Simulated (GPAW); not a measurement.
CeTe:

```xyz
2
Lattice="0.0000 3.1730 3.1730 3.1730 0.0000 3.1730 3.1730 3.1730 0.0000" Properties=species:S:1:pos:R:3 pbc="T T T"
Ce    3.1730    3.1730    3.1730
Te    0.0000    0.0000    0.0000
```

The cell comes from a database or a generator and needn't be the stable form of this composition.

Base run:

| Quantity | Value |
| --- | --- |
| Program | GPAW 26.7.0 |
| Functional | LDA |
| Potentials or basis | the program's PAW data sets (release 1.2.1) made for this functional |
| Cutoff | 800 eV |
| Basis | pw |
| k mesh | 5 × 5 × 5 |
| Occupations | gaussian, width 0.05 eV |
| Spin | collinear spin, ferromagnetic start |
| Starting moments | [1.0, 0.0] μB |

Its results: pressure -4.0 GPa; site moments Ce +0.92; Te -0.01 μB.

**Question.** The run is repeated on the same cell with these changes: fixed moment from none to 1 μB; hubbard terms from none to Ce f U = 7 eV. What comes out?

**Answer.** Pressure -4.5 GPa; site moments Ce +0.85; Te -0.02 μB.

Caveats: one-centre terms of the f shell are cut off; the magnetic or orbital state may not be the lowest; the total moment is fixed, so each spin has its own Fermi level (some runs).
